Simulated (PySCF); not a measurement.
# [Yb(H2O)3]3+: other functionals and bases at one geometry

One table from this session's results is given with a row withheld; the runs are named, their logs left out.

Method: several levels, as the steps say, no spin–orbit coupling; program: PySCF 2.14.0.

2 further runs of the same task are left out: 2 for a known fault of the program.

## Starting geometry

10 atoms, charge 3, spin multiplicity 1.

Bond lengths: Yb1–O2 2.206 Å, Yb1–O5 2.206 Å, Yb1–O8 2.206 Å, O2–H3 0.993 Å, O2–H4 0.993 Å, O5–H6 0.993 Å, O5–H7 0.993 Å, O8–H9 0.993 Å, O8–H10 0.993 Å. Angles: O2–Yb1–O5 120.0°, O2–Yb1–O8 120.0°, O5–Yb1–O8 120.0°, Yb1–O2–H3 128.6°, Yb1–O2–H4 128.6°, H3–O2–H4 102.9°, Yb1–O5–H6 128.6°, Yb1–O5–H7 128.6°, H6–O5–H7 102.9°, Yb1–O8–H9 128.6°, Yb1–O8–H10 128.6°, H9–O8–H10 102.9°.

Geometry (Å):

| atom | x (Å) | y (Å) | z (Å) |
| --- | --- | --- | --- |
| Yb1 | 0.0000 | 0.0000 | 0.0000 |
| O2 | 2.2060 | 0.0000 | 0.0000 |
| H3 | 2.8253 | 0.7329 | 0.2566 |
| H4 | 2.8253 | -0.7329 | -0.2566 |
| O5 | -1.1030 | 1.9105 | 0.0000 |
| H6 | -2.0473 | 2.0803 | 0.2566 |
| H7 | -0.7779 | 2.8132 | -0.2566 |
| O8 | -1.1030 | -1.9104 | 0.0000 |
| H9 | -0.7780 | -2.8132 | 0.2566 |
| H10 | -2.0473 | -2.0803 | -0.2566 |

Formal oxidation states: Yb +3. Each metal's 13 4f electrons lie in its core potential, so multiplicities, spins and levels count the valence alone. An earlier session relaxed this geometry at B3LYP, Yb lcecp-1-SVP with ECP59, O def2-SVP, H def2-SVP (singlet, point group D3).

At B3LYP on the finer grid: E = -267.449001 Eh, HOMO -25.24 eV, LUMO -17.74 eV, Mulliken charge on Yb1 +1.89 e, largest force component 0.005 eV/Å. 

Levels to run: revPBE; r2SCAN; wB97X; M06-L; B3LYP, TZVP. Hardware: 2 threads of Arm Neoverse V2, shared host.

The first run:

Contents of run.py (the lines that set the calculation):

```python
mol = gto.M(atom='''
Yb     0.00000     0.00000     0.00000
O      2.20600    -0.00002     0.00000
H      2.82526     0.73287     0.25657
H      2.82525    -0.73290    -0.25657
O     -1.10298     1.91046     0.00000
H     -2.04731     2.08032     0.25657
H     -0.77791     2.81319    -0.25657
O     -1.10301    -1.91044     0.00000
H     -0.77795    -2.81318     0.25657
H     -2.04734    -2.08029    -0.25657''',
    basis={'Yb': 'lcecp-1-SVP', 'O': 'def2-SVP', 'H': 'def2-SVP'},
    ecp={'Yb': 'lcecp-1-SVP'},
    charge=3, spin=0)
mf = dft.RKS(mol, xc='PBE_R,PBE')
mf.grids.atom_grid = (75, 302)  # f atoms: unpruned, at least (60, 302)
mf = mf.density_fit()  # fitting sets: Yb AutoAux, O def2-universal-JKFIT, H def2-universal-JKFIT
mf.conv_tol = 1e-08; mf.max_cycle = 55
mf.kernel(dm0)  # dm0: the density of the relaxed state
```

Run with:

```
> OMP_NUM_THREADS=2 python run.py
```

Among the steps run: revPBE; r2SCAN; wB97X; M06-L; B3LYP, TZVP.

One of the session's tables, all rows but one given; the rest of the session is left out.

```
               level  HOMO (eV)  gap (eV)  charge on Yb1 (e)  largest force component (eV/Å)
B3LYP (relaxed here)     -25.24      7.50               1.89                            0.00
              revPBE     -23.66      5.50               1.81                            0.27
              r2SCAN     -24.14      6.55               1.92                            0.05
               wB97X          ?         ?                  ?                               ?
               M06-L     -24.10      6.80               2.01                            0.19
         B3LYP, TZVP     -25.27      7.58               2.20                            0.37
```

**Question.** Estimate the row for wB97X.

**Answer.** HOMO (eV): -28.13; gap (eV): 13.29; charge on Yb1 (e): 1.96; largest force component (eV/Å): 0.19. In the column «HOMO (eV)» it is the lowest.

In one basis the HOMO–LUMO gap runs from 5.50 eV (revPBE) to 13.29 eV (wB97X). The largest leftover force, 0.37 eV/Å with B3LYP, TZVP, stands at a geometry relaxed at another level. With 4f in the core, its levels are missing from HOMO and gap, and its count is fixed, so no charge can pass from the ligands into it. Total energies of different levels can't be compared.
